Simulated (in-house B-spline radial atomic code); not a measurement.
**W⁶⁶⁺: excited configurations**

Wanted: excitation energies of W⁶⁶⁺ as differences of total energies (ΔSCF).

Method: Dirac-Hartree-Fock, average of configuration, Fermi nucleus, basis-set limit. Code: in-house B-spline radial atomic code version 1.

**1. The atom as given**

* element: tungsten (Z = 74)
* charge: +66
* electrons: 8
* configuration: [He] 2s2 2p4
* Hamiltonian: Dirac-Coulomb
* nucleus: Fermi, rms radius 5.366 fm

Outer shells as boxes (Hund's rule):

[He] 2s2 2p4
```
[He] core
2s [↑↓]
2p [↑↓][↑ ][↑ ]
```

The boxes draw the filling by Hund's rule, which heavy ions in jj coupling don't follow; these runs average over all states of the configuration.

Settings of the run:

```ini
Z = 74
electrons = 8.0
configuration = [He] 2s2 2p4
hamiltonian = dirac
method = hf
spin_polarised = False
nucleus = fermi
rms_radius = 5.3658
mass_number = 184
atomic_mass = 183.95093318
speed_of_light = 137.035999084
```

This reference run was done before. Its total energy is -9877.572570 hartree, and its levels are (the highest eight at most):

```csv
orbital,occupation,energy (eV),<r> (bohr)
1s1/2,2,-76597.2,0.01830
2s1/2,2,-18130.4,0.07496
2p1/2,1.33333,-17757.8,0.06182
2p3/2,2.66667,-16320.4,0.06921
```

**2. [He] 2s1 2p4 6p1**

Settings of the run:

```ini
Z = 74
electrons = 8.0
configuration = [He] 2s1 2p4 6p1
hamiltonian = dirac
method = hf
spin_polarised = False
nucleus = fermi
rms_radius = 5.3658
mass_number = 184
atomic_mass = 183.95093318
speed_of_light = 137.035999084
```

**3. Configuration [He] 2s1 2p4 4f1**

Settings: those of step 2 with these lines changed.

```diff
@@ -2,3 +2,3 @@
 electrons = 8.0
-configuration = [He] 2s1 2p4 6p1
+configuration = [He] 2s1 2p4 4f1
 hamiltonian = dirac
```

**4. [He] 2s1 2p4 3p1**

Settings: those of step 3 with these lines changed.

```diff
@@ -2,3 +2,3 @@
 electrons = 8.0
-configuration = [He] 2s1 2p4 4f1
+configuration = [He] 2s1 2p4 3p1
 hamiltonian = dirac
```

**5. Configuration [He] 2s2 2p3 5g1**

Settings: those of step 4 with these lines changed.

```diff
@@ -2,3 +2,3 @@
 electrons = 8.0
-configuration = [He] 2s1 2p4 3p1
+configuration = [He] 2s2 2p3 5g1
 hamiltonian = dirac
```

**6. Configuration [He] 2s2 2p3 4p1**

Settings: those of step 5 with these lines changed.

```diff
@@ -2,3 +2,3 @@
 electrons = 8.0
-configuration = [He] 2s2 2p3 5g1
+configuration = [He] 2s2 2p3 4p1
 hamiltonian = dirac
```

**Question.** How far above the reference does each configuration lie (order and size, in eV)?

**Answer**, as computed:

| net move | configuration | energy above the reference (eV) | with Breit, QED, recoil (eV) | largest <r> (bohr) |
| --- | --- | --- | --- | --- |
| 2s → 3p | [He] 2s1 2p4 3p1 | 10865.5 | 10830.8 | 0.176 |
| 2p → 4p | [He] 2s2 2p3 4p1 | 12768.1 | 12743.2 | 0.328 |
| 2s → 4f | [He] 2s1 2p4 4f1 | 14285.8 | 14243.9 | 0.266 |
| 2p → 5g | [He] 2s2 2p3 5g1 | 14345.6 | 14317.7 | 0.409 |
| 2s → 6p | [He] 2s1 2p4 6p1 | 16366.5 | 16325.3 | 0.767 |

Quantum defects of the promoted electron, δ = n − ζ/√(−2ε) with ζ = 67 and ε its orbital energy in hartree:

| promotion | δ |
| --- | --- |
| 2s → 3p | 0.100 |
| 2p → 4p | 0.107 |
| 2s → 4f | 0.013 |
| 2p → 5g | 0.009 |
| 2s → 6p | 0.113 |

What this shows: The lowest of them is 2s → 3p at 10865.5 eV and the highest 2s → 6p at 16366.5 eV. Of those tabulated, the defect is largest for 6p (0.11) and least for 5g (0.01); at this charge much of the defect is relativistic. Two partly filled shells share a symmetry and can mix in the average, which may lower the energy, for: 2s → 3p; 2p → 4p; 2s → 6p. These are averages over configurations, without correlation, not spectroscopic levels.
